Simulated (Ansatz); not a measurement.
# SnSiH4OF (SMILES [F][SnH][O][SiH3]) at UMP2/def2-SVP (core potential)

What is the vertical doublet–quartet gap of SnSiH4OF at UMP2/def2-SVP (core potential)? 

Program for the calculation: Ansatz 0.2.0.

106 further runs of the same task are left out: 3 that didn't finish, 103 set aside as unsound or not needed. Runs told in other sessions of the task aren't counted.

**1. The system as given**

SnSiH4OF has 8 atoms, charge 0, and is taken as a doublet. SMILES: `[F][SnH][O][SiH3]`. The coordinates come from a PBE0-D4/def2-TZVP relaxation. This is one conformer, not always the lowest.

Bond lengths: F1–Sn2 1.929 Å, Sn2–O3 1.951 Å, O3–Si4 1.640 Å, Sn2–H5 1.742 Å, Si4–H6 1.486 Å, Si4–H7 1.486 Å, Si4–H8 1.489 Å. Angles: F1–Sn2–O3 102.1°, Sn2–O3–Si4 137.7°, F1–Sn2–H5 106.1°, O3–Sn2–H5 105.6°, O3–Si4–H6 108.6°, O3–Si4–H7 110.5°, O3–Si4–H8 111.0°, H6–Si4–H7 109.2°, H6–Si4–H8 108.8°, H7–Si4–H8 108.7°.

**2. The energy at UMP2/def2-SVP (core potential)**

in.yaml

```yaml
crystal:
  periodic: [false, false, false]
  atoms:
    - symbol: F
      position_ang: [-1.607300, 1.731700, 1.020300]
    - symbol: Sn
      position_ang: [-0.420700, 1.874500, -0.493500]
    - symbol: O
      position_ang: [0.210000, 0.039300, -0.694400]
    - symbol: Si
      position_ang: [0.713800, -1.182700, 0.276900]
    - symbol: H
      position_ang: [-1.435700, 2.176300, -1.877100]
    - symbol: H
      position_ang: [1.729100, -1.982100, -0.456700]
    - symbol: H
      position_ang: [-0.427200, -2.061300, 0.643600]
    - symbol: H
      position_ang: [1.330300, -0.652900, 1.525000]
basis:
  gaussian:
    orbitals: def2-SVP
correlation:
  method: mp2
  frozen_orbitals: {F: 1, H: 0, O: 1, Si: 5, Sn: 4}
magnetization:
  spin_polarized: true
  initial_magnetization: 1
accuracy: high
```

Started as:

```console
$ ansatz run in.yaml --threads 1 --pin off --max-ram 3480MiB --events-out events.jsonl --progress --plain --runs-dir runs
```

Output:

```text
Warning: RAYON_NUM_THREADS=1 ignored (pool sized by the plan → 1); use --threads N
Functional definition: HF
  name "HF"
  exchange = exact_x
  correlation = 0
2096 factors; integrals over basis functions are off by at most 8.4e-9 eV
mean field evaluation 1: about -18464.3376 eV, gradient 3.2e1 eV
mean field evaluation 2: about -18464.4659 eV, gradient 3.2e1 eV
mean field evaluation 4: about -18468.9472 eV, gradient 2.5e0 eV
mean field evaluation 8: about -18469.0504 eV, gradient 1.6e-1 eV
mean field evaluation 16: about -18469.0513 eV, gradient 3.1e-6 eV
mean field -18469.05133646 eV, -678.7251178422 hartree, gradient 2.7e-8 eV, S^2 0.762986; 0 other end points of the search recorded, 0 dependent functions left out
11 core orbitals not correlated: weight in the atoms' cores, before any rotation towards them, 1.000 or more for the frozen orbitals, at most 0.000 for the correlated occupied ones
reference -18469.05133646 eV, -678.7251178422 hartree; 18, 17 occupied and 63, 64 virtual orbitals, 2096 factors
second order -15.40688069 eV of doubles, -0.00000000 eV of singles
Total energy: -18484.45821715 eV, -679.2913102643 hartree
```

It took 6.3 s on 1 thread of Arm Neoverse V1, shared host; peak memory 0.38 GiB.

**3. The quartet, same level**

molecule.yaml

```yaml
crystal:
  periodic: [false, false, false]
  atoms:
    - {symbol: F, position_ang: [-1.607300, 1.731700, 1.020300]}
    - {symbol: Sn, position_ang: [-0.420700, 1.874500, -0.493500]}
    - {symbol: O, position_ang: [0.210000, 0.039300, -0.694400]}
    - {symbol: Si, position_ang: [0.713800, -1.182700, 0.276900]}
    - {symbol: H, position_ang: [-1.435700, 2.176300, -1.877100]}
    - {symbol: H, position_ang: [1.729100, -1.982100, -0.456700]}
    - {symbol: H, position_ang: [-0.427200, -2.061300, 0.643600]}
    - {symbol: H, position_ang: [1.330300, -0.652900, 1.525000]}
basis:
  gaussian: {orbitals: def2-SVP}
magnetization: {spin_polarized: true, initial_magnetization: 3}
correlation: {method: mp2, frozen_orbitals: {F: 1, H: 0, O: 1, Si: 5, Sn: 4}}
accuracy: high
```

Started as:

```console
$ ansatz run molecule.yaml --threads 1 --pin off --max-ram 3480MiB --events-out events.jsonl --progress --plain --runs-dir runs
```

Output, shortened:

```text
Warning: RAYON_NUM_THREADS=1 ignored (pool sized by the plan → 1); use --threads N
[... 2 set-up lines as earlier in the session ...]
[...]
2096 factors; integrals over basis functions are off by at most 8.4e-9 eV
[...]
mean field -18462.41938024 eV, -678.4813979464 hartree, gradient 8.6e-8 eV, S^2 3.762495; 10 other end points of the search recorded, 0 dependent functions left out
11 core orbitals not correlated: weight in the atoms' cores, before any rotation towards them, 1.000 or more for the frozen orbitals, at most 0.000 for the correlated occupied ones
reference -18462.41938024 eV, -678.4813979464 hartree; 19, 16 occupied and 62, 65 virtual orbitals, 2096 factors
second order -14.28639575 eV of doubles, -0.00000000 eV of singles
Total energy: -18476.70577599 eV, -679.0064133067 hartree
```

Run time: 28 s. Hardware: 1 thread of Arm Neoverse V1, shared host; peak memory 0.55 GiB.

**4. Outcome**

At UMP2/def2-SVP (core potential), 11 core orbitals frozen:

| quantity | value |
| --- | --- |
| doublet: total energy | -679.29131 Eh |
| doublet: correlation energy (11 core orbitals frozen) | -566.2 mEh |
| doublet: ⟨S²⟩ of the reference determinant | 0.763 |
| quartet: total energy | -679.00641 Eh |
| quartet: correlation energy (11 core orbitals frozen) | -525.0 mEh |
| quartet: ⟨S²⟩ of the reference determinant | 3.762 |
| vertical energy of the quartet above the doublet | 7.752 eV |

In words: At this shape the quartet lies 7.75 eV (748 kJ/mol) above the doublet.
